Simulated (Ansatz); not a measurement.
# Ga (Cmce): seeking the equilibrium cell

Aim: the volume at which the pressure of Ga (Cmce) vanishes.

Program: Ansatz 0.2.0. Level of theory: DFT r²SCAN, scalar-relativistic, plane waves, PAW, unless a step's input says otherwise. These are calculated values, not measurements.

## Step 1: The system as given

The structure is orthorhombic, space group Cmce (No. 64). The conventional cell has a = 4.523 Å, b = 7.661 Å, c = 4.524 Å, α = 90.00°, β = 90.00°, γ = 90.00°. Around Ga (site symmetry m) lie 7 Ga at 2.48 to 2.79 Å.

Structure file:

```
CELL_PARAMETERS angstrom
2.26150 -3.83050 0.00000
2.26150 3.83050 0.00000
0.00000 0.00000 4.52400
ATOMIC_POSITIONS crystal
Ga 0.84510 0.15490 0.08100
Ga 0.65490 0.34510 0.58100
Ga 0.15490 0.84510 0.91900
Ga 0.34510 0.65490 0.41900
```

## Step 2: First run, at the start cell

Contents of input.yaml:

```yaml
crystal:
  lattice:
    - [2.2615, -3.8305, 0.0]
    - [2.2615, 3.8305, 0.0]
    - [0.0, 0.0, 4.524]
  atoms:
    - { symbol: Ga, position: [0.8451, 0.1549, 0.081] }
    - { symbol: Ga, position: [0.6549, 0.3451, 0.581] }
    - { symbol: Ga, position: [0.1549, 0.8451, 0.919] }
    - { symbol: Ga, position: [0.3451, 0.6549, 0.419] }
basis:
  ecutwfc: 420
  ecutrho_ratio: 4
kpoints:
  mp_grid: { grid: [6, 6, 4] }
hamiltonian:
  xc: pbe
scf:
  occupations: { method: gaussian, width: 0.05 }
output:
  forces: true
  stress: true
  eigenvalues: true
relax:
  f_tol: 0.03
  max_steps: 60
  cell: { stress_tol: 0.3 }
```

Run with:

```
$ ansatz run input.yaml --threads 1 --pin off --max-ram 2560MiB --backend cpu --events-out ev --progress --plain --runs-dir out
```

What it wrote (excerpt; [...] marks lines left out):

```text
Warning: RAYON_NUM_THREADS=1 ignored (pool sized by the plan → 1); use --threads N
[...]
Pseudopotentials: kind: paw
Pseudopotential: Ga, paw, valence charge 13, recommended cutoff 420 eV (normal), Ga.paw.azcp
Functional definition: PBE
[...]
Crystal: 4 atoms, lattice volume = 78.380 Å³
Basis set: ecut = 420 eV, 1517 PW (Γ), exchange–correlation on 60×60×64 points (8 copies of the dense FFT grid, shifted against one another)
Bands: 32, of which v1, the nominal top of the filled ones, is band 26 counted from 1 (25 counted from 0)
Symmetry: 8 space group operations
Space group: Cmce (ITA 64), of the structure as read, at distance tolerance 4.3e-5 Å
k-points: 39 of 144
[...]
SCF iter   1: F=—  HF=-15132.120323 eV  |F-HF|=—  |Δ(HF+E_count)|=         —  Δρ=1.45e-3  dr2=1.71e-3  ethr=1.77e-3  ⟨swp⟩=5.9  Hψ=4809  notcnv=0  defer=1
[...]
relax step   1: F+E_penalty+E_count = -15132.11789468 eV  Δ(F+E_penalty+E_count) = +0.000e0 eV  max|allowed force component| = 1.308e-1 eV/Å  Δτ_max = 0.0000 Å  P = +1.964 GPa  Ω = 78.380 Å³  (6 SCF iters, dr2 threshold 1.00e-7 eV, accepted)
[...]
relax step   3: F+E_penalty+E_count = -15132.13724036 eV  Δ(F+E_penalty+E_count) = -1.498e-3 eV  max|allowed force component| = 5.041e-3 eV/Å  Δτ_max = 0.0030 Å  P = -0.005 GPa  Ω = 81.244 Å³  energy of the carried Pulay correction = -8.296e-4 eV  (5 SCF iters, dr2 threshold 4.00e-7 eV, accepted)
[...]
SCF converged after 6 iterations
Free energy (F): -15132.138000 eV
[...]
E sigma→0 (E₀):  -15132.137291 eV
Entropy (-TS):   -0.001419 eV (-0.355 meV/atom)
Fermi energy:    8.492842 eV
[...]
--- Forces (eV/Å), atoms counted from 1 ---
  atom   1  Ga     0.00000000     0.00153754     0.00496672
  atom   2  Ga     0.00000000    -0.00153754     0.00496672
  atom   3  Ga    -0.00000000    -0.00153754    -0.00496672
  atom   4  Ga     0.00000000     0.00153754    -0.00496672
[...]
--- Stress (GPa, compression-positive) ---
       -0.090292       0.000000       0.000000
        0.000000       0.075206      -0.000000
        0.000000      -0.000000      -0.015922
  P = ⅓ Tr σ = -0.0103 GPa (-0.103 kbar)
--- Band table (eV; the first three rows and the last of 39) ---
[...]
--- Relaxed structure (3 steps of the walk, 3 accepted, 1 SCFs on fresh bases) ---
  F+E_penalty+E_count = -15132.13800015 eV   max|allowed force component| = 4.967e-3 eV/Å   (the final SCF, on the basis selected at the relaxed cell)
  cell:  # Å, volume = 81.2439 Å³
    - [2.2892110127925505, -3.8587945392937137, 6.822302543026189e-34]
    - [2.2892110127925505, 3.8587945392937137, -1.9035145526099438e-33]
    - [-1.2215543147341012e-33, -1.5269428934176263e-33, 4.598576877950578]
  atoms:
    - { symbol: Ga, position: [0.8436635223869152, 0.15633647761308478, 0.08356831344162557] }
    - { symbol: Ga, position: [0.6563364776130848, 0.3436635223869152, 0.5835683134416255] }
    - { symbol: Ga, position: [0.15633647761308478, 0.8436635223869152, 0.9164316865583746] }
    - { symbol: Ga, position: [0.3436635223869152, 0.6563364776130848, 0.4164316865583744] }
```

It took 11 s on 1 thread of Intel Xeon 6975P-C (Granite Rapids), shared host; peak memory 0.41 GiB.

The steps of the relaxation:

| step | energy from step 1 (meV/atom) | largest force component (eV/Å) | pressure (GPa) | volume (Å³/atom) |
| --- | --- | --- | --- | --- |
| 1 | 0.0 | 0.131 | 1.96 | 19.595 |
| 2 | -4.5 | 0.051 | 0.36 | 20.173 |
| 3 | -4.8 | 0.005 | -0.01 | 20.311 |
| 4 | -5.0 | 0.005 | -0.01 | 20.311 |

Step 1 is the start. Step 4 repeats the geometry before it on a plane-wave basis chosen anew for the final cell, which shifts the energy by -0.2 meV/atom.

Read off: volume 20.311 Å³/atom, pressure -0.01 GPa, metallic.

## Step 3: Another level, run 2

Contents of input.yaml:

```yaml
crystal:
  lattice:
    - [2.2892110128, -3.8587945393, 0.0]
    - [2.2892110128, 3.8587945393, 0.0]
    - [0.0, 0.0, 4.598576878]
  atoms:
    - { symbol: Ga, position: [0.8436635224, 0.1563364776, 0.0835683134] }
    - { symbol: Ga, position: [0.6563364776, 0.3436635224, 0.5835683134] }
    - { symbol: Ga, position: [0.1563364776, 0.8436635224, 0.9164316866] }
    - { symbol: Ga, position: [0.3436635224, 0.6563364776, 0.4164316866] }
basis:
  ecutwfc: 500
  ecutrho_ratio: 4
kpoints:
  mp_grid: { grid: [10, 10, 10] }
hamiltonian:
  xc: r2scan
scf:
  occupations: { method: gaussian, width: 0.05 }
output:
  forces: true
  stress: true
  eigenvalues: true
relax:
  f_tol: 0.02
  max_steps: 40
  cell: { stress_tol: 0.2, fix: [volume] }
```

Run with:

```
$ ansatz run input.yaml --threads 1 --pin off --max-ram 2560MiB --backend cpu --events-out ev --progress --plain --runs-dir out
```

What it wrote (excerpt; [...] marks lines left out):

```text
Warning: RAYON_NUM_THREADS=1 ignored (pool sized by the plan → 1); use --threads N
[...]
[... 1 set-up line as earlier in the session ...]
Pseudopotential: Ga, paw, valence charge 13, recommended cutoff 500 eV (meta_gga), Ga.paw.azcp
Functional definition: r2SCAN
[...]
Crystal: 4 atoms, lattice volume = 81.244 Å³
Basis set: ecut = 500 eV, 2087 PW (Γ), exchange–correlation on 144×144×144 points (64 copies of the dense FFT grid, shifted against one another)
Bands: 32, of which v1, the nominal top of the filled ones, is band 26 counted from 1 (25 counted from 0)
[... 2 set-up lines as earlier in the session ...]
k-points: 186 of 1000
[...]
SCF iter   1: F=—  HF=-15161.010529 eV  |F-HF|=—  |Δ(HF+E_count)|=         —  Δρ=1.08e-2  dr2=3.97e-2  dr2_τ=3.84e-3  ethr=1.77e-3  ⟨swp⟩=5.8  Hψ=23646  notcnv=0  defer=10
[...]
  atom   3  Ga    -0.00000000    -0.01620962    -0.00740980
  atom   4  Ga     0.00000000     0.01620962    -0.00740980
[...]
--- Stress (GPa, compression-positive) ---
       -2.986671       0.000000       0.000000
        0.000000      -2.937057       0.000000
        0.000000       0.000000      -3.156847
  P = ⅓ Tr σ = -3.0269 GPa (-30.269 kbar)
--- Band table (eV; the first three rows and the last of 186) ---
[...]
--- Relaxed structure (1 steps of the walk, 1 accepted, 1 SCFs on fresh bases) ---
  F+E_penalty+E_count = -15161.02580332 eV   max|allowed force component| = 1.621e-2 eV/Å   (the final SCF, on the basis selected at the relaxed cell)
  cell:  # Å, volume = 81.2439 Å³
    - [2.2892110128, -3.8587945393, 0.0]
    - [2.2892110128, 3.8587945393, 0.0]
    - [0.0, 0.0, 4.598576878]
  atoms:
    - { symbol: Ga, position: [0.8436635224000001, 0.1563364775999999, 0.0835683134] }
    - { symbol: Ga, position: [0.6563364776, 0.3436635224, 0.5835683134] }
    - { symbol: Ga, position: [0.1563364775999999, 0.8436635224000001, 0.9164316866000001] }
    - { symbol: Ga, position: [0.3436635224, 0.6563364776, 0.4164316866] }
```

Run time: 52 s. Hardware: 1 thread of Intel Xeon 6975P-C (Granite Rapids), shared host; peak memory 0.91 GiB.

Step by step:

| step | energy from step 1 (meV/atom) | largest force component (eV/Å) | pressure (GPa) | volume (Å³/atom) |
| --- | --- | --- | --- | --- |
| 1 | 0.0 | 0.016 | -3.03 | 20.311 |
| 2 | 0.0 | 0.016 | -3.03 | 20.311 |

Step 1 is the start. Step 2 repeats the geometry before it on a plane-wave basis chosen anew for the final cell, which leaves the energy as it was. The run keeps the 8 symmetry operations that it found, so it can't reach a distortion that breaks them.

Read off: volume 20.311 Å³/atom, pressure -3.03 GPa, metallic.

## Step 4: Volume adjusted, run 3

Changes to input.yaml since step 3:

```diff
@@ -2,5 +2,5 @@
   lattice:
-    - [2.2892110128, -3.8587945393, 0.0]
-    - [2.2892110128, 3.8587945393, 0.0]
-    - [0.0, 0.0, 4.598576878]
+    - [2.2737082245, -3.832662359, 0.0]
+    - [2.2737082245, 3.832662359, 0.0]
+    - [0.0, 0.0, 4.5674348105]
   atoms:
@@ -24,4 +24,4 @@
 relax:
-  f_tol: 0.02
+  f_tol: 0.01
   max_steps: 40
-  cell: { stress_tol: 0.2, fix: [volume] }
+  cell: { stress_tol: 0.1, fix: [volume] }
```

Run with:

```
$ ansatz run input.yaml --threads 1 --pin off --max-ram 2560MiB --backend cpu --events-out ev --progress --plain --runs-dir out
```

What it wrote (excerpt; [...] marks lines left out):

```text
Warning: RAYON_NUM_THREADS=1 ignored (pool sized by the plan → 1); use --threads N
[...]
[... 3 set-up lines as earlier in the session ...]
[...]
Crystal: 4 atoms, lattice volume = 79.605 Å³
Basis set: ecut = 500 eV, 2029 PW (Γ), exchange–correlation on 144×144×144 points (64 copies of the dense FFT grid, shifted against one another)
Bands: 32, of which v1, the nominal top of the filled ones, is band 26 counted from 1 (25 counted from 0)
[... 2 set-up lines as earlier in the session ...]
k-points: 186 of 1000
[...]
SCF iter   1: F=—  HF=-15161.033623 eV  |F-HF|=—  |Δ(HF+E_count)|=         —  Δρ=1.10e-2  dr2=4.10e-2  dr2_τ=4.21e-3  ethr=1.77e-3  ⟨swp⟩=5.8  Hψ=23756  notcnv=0  defer=9
[...]
       -1.996364       0.000000       0.000000
        0.000000      -2.033525       0.000000
        0.000000       0.000000      -1.991956
  P = ⅓ Tr σ = -2.0073 GPa (-20.073 kbar)
--- Band table (eV; the first three rows and the last of 186) ---
[...]
--- Relaxed structure (2 steps of the walk, 2 accepted, 1 SCFs on fresh bases) ---
  F+E_penalty+E_count = -15161.05171573 eV   max|allowed force component| = 6.750e-3 eV/Å   (the final SCF, on the basis selected at the relaxed cell)
  cell:  # Å, volume = 79.6045 Å³
    - [2.274027893900013, -3.8389983493888455, 2.970076509431313e-20]
    - [2.274027893900013, 3.8389983493888455, -2.9700765094311507e-20]
    - [1.6359007355917533e-33, -3.53947975802492e-20, 4.559255584865761]
  atoms:
    - { symbol: Ga, position: [0.843790945217757, 0.156209054782243, 0.08372931217806516] }
    - { symbol: Ga, position: [0.6562090547822431, 0.3437909452177569, 0.5837293121780653] }
    - { symbol: Ga, position: [0.156209054782243, 0.843790945217757, 0.9162706878219349] }
    - { symbol: Ga, position: [0.3437909452177569, 0.6562090547822431, 0.4162706878219349] }
```

It took 74 s on 1 thread of Intel Xeon 6975P-C (Granite Rapids), shared host; peak memory 0.91 GiB.

Relaxation path:

| step | energy from step 1 (meV/atom) | largest force component (eV/Å) | pressure (GPa) | volume (Å³/atom) |
| --- | --- | --- | --- | --- |
| 1 | 0.0 | 0.010 | -1.99 | 19.901 |
| 2 | 0.0 | 0.007 | -2.01 | 19.901 |
| 3 | 0.0 | 0.007 | -2.01 | 19.901 |

Step 1 is the start. Step 3 repeats the geometry before it on a plane-wave basis chosen anew for the final cell, which leaves the energy as it was. The run keeps the 8 symmetry operations that it found, so it can't reach a distortion that breaks them.

This gives: volume 19.901 Å³/atom, pressure -2.01 GPa, no gap.

## Step 5: Next volume, run 4

Contents of input.yaml:

```yaml
crystal:
  lattice:
    - [2.2473697357, -3.7939942289, 0.0]
    - [2.2473697357, 3.7939942289, 0.0]
    - [0.0, 0.0, 4.5058079745]
  atoms:
    - { symbol: Ga, position: [0.8437909452, 0.1562090548, 0.0837293122] }
    - { symbol: Ga, position: [0.6562090548, 0.3437909452, 0.5837293122] }
    - { symbol: Ga, position: [0.1562090548, 0.8437909452, 0.9162706878] }
    - { symbol: Ga, position: [0.3437909452, 0.6562090548, 0.4162706878] }
basis:
  ecutwfc: 500
  ecutrho_ratio: 4
kpoints:
  mp_grid: { grid: [10, 10, 10] }
hamiltonian:
  xc: r2scan
scf:
  occupations: { method: gaussian, width: 0.05 }
output:
  forces: true
  stress: true
  eigenvalues: true
relax:
  f_tol: 0.04
  max_steps: 40
  cell: { stress_tol: 0.4, fix: [volume] }
```

Run with:

```
$ ansatz run input.yaml --threads 1 --pin off --max-ram 2560MiB --backend cpu --events-out ev --progress --plain --runs-dir out
```

What it wrote (excerpt; [...] marks lines left out):

```text
Warning: RAYON_NUM_THREADS=1 ignored (pool sized by the plan → 1); use --threads N
[...]
[... 3 set-up lines as earlier in the session ...]
[...]
Crystal: 4 atoms, lattice volume = 76.838 Å³
Basis set: ecut = 500 eV, 1949 PW (Γ), exchange–correlation on 144×144×144 points (64 copies of the dense FFT grid, shifted against one another)
Bands: 32, of which v1, the nominal top of the filled ones, is band 26 counted from 1 (25 counted from 0)
[... 2 set-up lines as earlier in the session ...]
k-points: 186 of 1000
[...]
SCF iter   1: F=—  HF=-15161.046811 eV  |F-HF|=—  |Δ(HF+E_count)|=         —  Δρ=1.12e-2  dr2=4.11e-2  dr2_τ=4.96e-3  ethr=1.77e-3  ⟨swp⟩=5.9  Hψ=23928  notcnv=0  defer=6
[...]
  atom   4  Ga     0.00000000    -0.01014520    -0.01255697
[...]
--- Stress (GPa, compression-positive) ---
       -0.110023       0.000000       0.000000
        0.000000       0.170740       0.000000
        0.000000       0.000000       0.048068
  P = ⅓ Tr σ = 0.0363 GPa (0.363 kbar)
--- Band table (eV; the first three rows and the last of 186) ---
[...]
--- Relaxed structure (1 steps of the walk, 1 accepted, 1 SCFs on fresh bases) ---
  F+E_penalty+E_count = -15161.06937544 eV   max|allowed force component| = 1.256e-2 eV/Å   (the final SCF, on the basis selected at the relaxed cell)
  cell:  # Å, volume = 76.8376 Å³
    - [2.2473697357, -3.7939942289, 0.0]
    - [2.2473697357, 3.7939942289, 0.0]
    - [0.0, 0.0, 4.5058079745]
  atoms:
    - { symbol: Ga, position: [0.8437909452000001, 0.15620905480000014, 0.0837293122] }
    - { symbol: Ga, position: [0.6562090548000001, 0.3437909452000001, 0.5837293122] }
    - { symbol: Ga, position: [0.15620905480000014, 0.8437909452000001, 0.9162706878] }
    - { symbol: Ga, position: [0.3437909452000001, 0.6562090548000001, 0.41627068780000004] }
```

Run time: 51 s. Hardware: 1 thread of Intel Xeon 6975P-C (Granite Rapids), shared host; peak memory 0.9 GiB.

How the relaxation went:

| step | energy from step 1 (meV/atom) | largest force component (eV/Å) | pressure (GPa) | volume (Å³/atom) |
| --- | --- | --- | --- | --- |
| 1 | 0.0 | 0.013 | 0.04 | 19.209 |
| 2 | 0.0 | 0.013 | 0.04 | 19.209 |

Step 1 is the start. Step 2 repeats the geometry before it on a plane-wave basis chosen anew for the final cell, which leaves the energy as it was.

In short: volume 19.209 Å³/atom, pressure 0.04 GPa, a metal on this mesh.

## Step 6: A new volume, run 5

Changes to input.yaml since step 5:

```diff
@@ -2,5 +2,5 @@
   lattice:
-    - [2.2473697357, -3.7939942289, 0.0]
-    - [2.2473697357, 3.7939942289, 0.0]
-    - [0.0, 0.0, 4.5058079745]
+    - [2.2478050792, -3.7947291729, 0.0]
+    - [2.2478050792, 3.7947291729, 0.0]
+    - [0.0, 0.0, 4.5066808057]
   atoms:
@@ -24,4 +24,4 @@
 relax:
-  f_tol: 0.04
+  f_tol: 0.01
   max_steps: 40
-  cell: { stress_tol: 0.4, fix: [volume] }
+  cell: { stress_tol: 0.1, fix: [volume] }
```

Run with:

```
$ ansatz run input.yaml --threads 1 --pin off --max-ram 2560MiB --backend cpu --events-out ev --progress --plain --runs-dir out
```

What it wrote (excerpt; [...] marks lines left out):

```text
Warning: RAYON_NUM_THREADS=1 ignored (pool sized by the plan → 1); use --threads N
[...]
[... 3 set-up lines as earlier in the session ...]
[...]
Crystal: 4 atoms, lattice volume = 76.882 Å³
Basis set: ecut = 500 eV, 1949 PW (Γ), exchange–correlation on 144×144×144 points (64 copies of the dense FFT grid, shifted against one another)
Bands: 32, of which v1, the nominal top of the filled ones, is band 26 counted from 1 (25 counted from 0)
[... 2 set-up lines as earlier in the session ...]
k-points: 186 of 1000
[...]
SCF iter   1: F=—  HF=-15161.046877 eV  |F-HF|=—  |Δ(HF+E_count)|=         —  Δρ=1.12e-2  dr2=4.10e-2  dr2_τ=4.94e-3  ethr=1.77e-3  ⟨swp⟩=5.9  Hψ=23908  notcnv=0  defer=8
[...]
--- Stress (GPa, compression-positive) ---
       -0.058701       0.000000       0.000000
        0.000000      -0.032261       0.000000
        0.000000       0.000000       0.030203
  P = ⅓ Tr σ = -0.0203 GPa (-0.203 kbar)
--- Band table (eV; the first three rows and the last of 186) ---
[...]
--- Relaxed structure (2 steps of the walk, 2 accepted, 1 SCFs on fresh bases) ---
  F+E_penalty+E_count = -15161.06953780 eV   max|allowed force component| = 8.683e-3 eV/Å   (the final SCF, on the basis selected at the relaxed cell)
  cell:  # Å, volume = 76.8823 Å³
    - [2.245549913077846, -3.799743330294315, 0.0]
    - [2.245549913077846, 3.799743330294315, 0.0]
    - [0.0, 0.0, 4.505253778063163]
  atoms:
    - { symbol: Ga, position: [0.8440116206010496, 0.15598837939895038, 0.08398728921709865] }
    - { symbol: Ga, position: [0.6559883793989505, 0.34401162060104956, 0.5839872892170985] }
    - { symbol: Ga, position: [0.15598837939895038, 0.8440116206010496, 0.916012710782901] }
    - { symbol: Ga, position: [0.34401162060104956, 0.6559883793989505, 0.4160127107829012] }
```

Wall time 74 s (1 thread of Intel Xeon 6975P-C (Granite Rapids), shared host); peak memory 0.91 GiB.

Step by step:

| step | energy from step 1 (meV/atom) | largest force component (eV/Å) | pressure (GPa) | volume (Å³/atom) |
| --- | --- | --- | --- | --- |
| 1 | 0.0 | 0.012 | 0.00 | 19.221 |
| 2 | 0.0 | 0.009 | -0.02 | 19.221 |
| 3 | 0.0 | 0.009 | -0.02 | 19.221 |

Step 1 is the start. Step 3 repeats the geometry before it on a plane-wave basis chosen anew for the final cell, which leaves the energy as it was.

In short: volume 19.221 Å³/atom, pressure -0.02 GPa, metallic.

## Step 7: The runs together

| run | functional | volume (Å³/atom) | pressure (GPa) | energy from the first of its functional (meV/atom) | k mesh |
| --- | --- | --- | --- | --- | --- |
| 1 | PBE | 20.311 | -0.01 | 0.0 | 6×6×4 |
| 2 | r2SCAN | 20.311 | -3.03 | 0.0 | 10×10×10 |
| 3 | r2SCAN | 19.901 | -2.01 | -6.5 | 10×10×10 |
| 4 | r2SCAN | 19.209 | 0.04 | -10.8 | 10×10×10 |
| 5 | r2SCAN | 19.221 | -0.02 | -10.9 | 10×10×10 |

The functional changes along the chain: a cheaper one finds the volume first.

## Step 8: What came out

```
         quantity                                                                      value
           volume                                                             19.221 Å³/atom
         pressure                                                                  -0.02 GPa
conventional cell  a = 4.491 Å, b = 7.599 Å, c = 4.505 Å, α = 90.00°, β = 90.00°, γ = 90.00°
  gap on the mesh                                                               none (metal)
```

What this shows: The volume went from 19.59 to 19.22 Å³/atom (-1.9 %), where 0.02 GPa is left.
